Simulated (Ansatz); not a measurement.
# SiHBr (triplet): the correlation ladder at distance Br1–H2 along a hydrogen transfer = 1.744 Å, cc-pVDZ

Aim: climb from Hartree-Fock through coupled cluster and multireference methods for SiHBr (triplet) at one geometry and basis, and see what each rung misses.

The runs use Ansatz 0.2.0, Gaussian basis; cc-pVDZ, core rule «outside noble gas», up to 19 orbitals frozen.

To be run: UHF; CCSD(T) on ROHF; CCSD(T) on UHF; BCCD(T) on ROHF; CISD; CCSDT(Q) on ROHF; CCSDT(Q) on UHF; CCSDTQ on ROHF; CASSCF and MRCISD+Q, 4 electrons in 4 orbitals; CASSCF and NEVPT2, 4 electrons in 4 orbitals; CASSCF and MRCISD+Q, 12 electrons in 9 orbitals; CASSCF and NEVPT2, 12 electrons in 9 orbitals.

**1. What is computed**

The geometry derives from fragments relaxed apart (PBE0/def2-TZVP) and kept rigid, so it is no stationary point. A hydrogen atom is moved between rigid fragments. No spin-orbit coupling is included. The filled d shell of Br may be among the frozen orbitals whatever the setting's name suggests; the logs give the count.

3 atoms, charge 0, spin multiplicity 3.

Atoms are counted from 1 here; the program's logs count them from 0.

Bond lengths: Br1–H2 1.744 Å.

Geometry (Å):

```xyz
3
BrHSi
Br    0.0000    0.0000   -1.7867
H     0.0000    0.0000   -0.0427
Si    0.0000    0.0000    1.8293
```

**2. UHF**

The input, in.yaml:

```yaml
crystal:
  periodic: [false, false, false]
  atoms:
    - {symbol: Br, position_ang: [0.000000, 0.000000, -1.786667]}
    - {symbol: H, position_ang: [0.000000, 0.000000, -0.042667]}
    - {symbol: Si, position_ang: [0.000000, 0.000000, 1.829333]}
basis:
  gaussian: {orbitals: cc-pVDZ}
magnetization: {spin_polarized: true, initial_magnetization: 2}
hamiltonian: {xc: hf}
output: {orbitals: {seedname: orbitals}}
```

Launch:

```
$ ansatz run in.yaml --threads 1 --pin off --events-out ev --progress --plain --max-ram 2816MiB --backend cpu
```

Further steps of the session: CCSD(T) on ROHF; CCSD(T) on UHF; BCCD(T) on ROHF; CISD; CCSDT(Q) on ROHF; CCSDT(Q) on UHF; CCSDTQ on ROHF; CASSCF and MRCISD+Q, 4 electrons in 4 orbitals; CASSCF and NEVPT2, 4 electrons in 4 orbitals; CASSCF and MRCISD+Q, 12 electrons in 9 orbitals; CASSCF and NEVPT2, 12 electrons in 9 orbitals.

**Question.** What will the summary of the whole plan be? Wanted: RCCSDTQ below the RHF energy; RMP2 from RCCSDTQ; UMP2 from RCCSDTQ; RCCSD from RCCSDTQ; RCCSD(T) from RCCSDTQ; UCCSD(T) from RCCSDTQ; RCCSDT(Q) from RCCSDTQ; UCCSDT(Q) from RCCSDTQ; NEVPT2 pair from RCCSDTQ.

As calculated:

```
                         quantity                                                                                               value
     RCCSDTQ below the RHF energy                                                                                          -6.1669 eV
                RMP2 from RCCSDTQ                                                                                         +1044.7 meV
                UMP2 from RCCSDTQ                                                                                         +1094.8 meV
               RCCSD from RCCSDTQ                                                                                          +170.9 meV
            RCCSD(T) from RCCSDTQ                                                                                           +36.5 meV
            UCCSD(T) from RCCSDTQ                                                                                           +37.5 meV
           RCCSDT(Q) from RCCSDTQ                                                                                            +0.7 meV
           UCCSDT(Q) from RCCSDTQ                                                                                            +0.1 meV
         NEVPT2 pair from RCCSDTQ                                                                                          +971.3 meV
       MRCISD+Q pair from RCCSDTQ                                                                                            +2.0 meV
      NEVPT2 valence from RCCSDTQ                                                                                         +1174.4 meV
levels within 1 kcal/mol (43 meV)  RCCSD(T), UCCSD(T), BCCD(T), RCCSDT, UCCSDT, RCCSDT(Q), UCCSDT(Q), MRCISD+Q pair, MRCISD+Q valence
                    T1 diagnostic                                                                                               0.023
   effectively unpaired electrons                                                                                                2.03
```

In words: RCCSD(T) lands +36.5 meV from the yardstick (0.6 % of the correlation energy). One determinant dominates. Of the multireference levels listed MRCISD+Q pair comes nearest in total energy (+2.0 meV), which doesn't show that its space is the better one. These misses are within one basis, not against nature; the frozen cores of restricted and unrestricted runs differ, which can shift their rows.
